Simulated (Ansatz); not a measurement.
**VWC2 under changes of volume**

One of the cells (9.834 Å³/atom); the others are scaled copies at fixed shape and fractional positions:

```
W V C
1.0
     1.51704    0.87586    4.93389
    -1.51704    0.87586    4.93389
     0.00000   -1.75173    4.93389
W V C
1 1 2
Direct
  0.00000 0.00000 0.00000
  0.50000 0.50000 0.50000
  0.24649 0.24649 0.24649
  0.75351 0.75351 0.75351
```

The cell comes from a database or a generator and needn't be the stable form of this composition.

```yaml
Program: Ansatz 0.2.0
Functional: r2SCAN
Potentials_or_basis: Ansatz PAW
Cutoff: "500 eV (not typed: the program's choice for these potentials)"
k_mesh: 10 × 10 × 10
Occupations: fermi-dirac, width 0.05 eV
Spin: collinear spin, ferromagnetic start
Starting_moments: "[0.0, 2.0, 0.0, 0.0] μB"
```

| volume (Å³/atom) | energy over the lowest point (meV/atom) | pressure (GPa) | moment (μB per cell) | largest force (eV/Å) |
| --- | --- | --- | --- | --- |
| 9.244 | 23.74 | 18.1 | 0.00 | 0.119 |
| 9.440 | 6.93 | 9.5 | 0.00 | 0.009 |
| 9.637 | 0.00 | 2.1 | 0.35 | 0.116 |
| 9.834 | 0.97 | -4.2 | 0.55 | 0.234 |
| 10.030 | 9.80 | -10.2 | 0.62 | 0.338 |
| 10.227 | 25.71 | -15.6 | 0.68 | 0.435 |
| 10.424 | ? | ? | ? | ? |

Question: What does the run at 10.424 Å³/atom give?

Answer: Energy over the lowest point 47.99 meV/atom; pressure -20.5 GPa; moment 0.72 μB per cell; largest force 0.528 eV/Å.

Worked out: A Birch-Murnaghan fit of order 3 (a polynomial in V^(-2/3)) to the other rows has its minimum at 9.71 Å³/atom with B0 = V·E''(V) = 329 GPa and B' = 4.0 at fixed shape and positions, which overstates the stiffness. It gives 47.79 meV/atom at 10.424 Å³/atom, against the run's 47.99, and -dE/dV = -20.4 GPa, against -20.5. The moment follows no smooth curve through the other rows.

Energies are extrapolated to zero smearing.

Caveats: the magnetic or orbital state may not be the lowest; the PAW data sets come from PBE, with cores solved anew for the run's functional, which leaves a small shift of forces and pressure; the starting moments weren't kept (some runs).
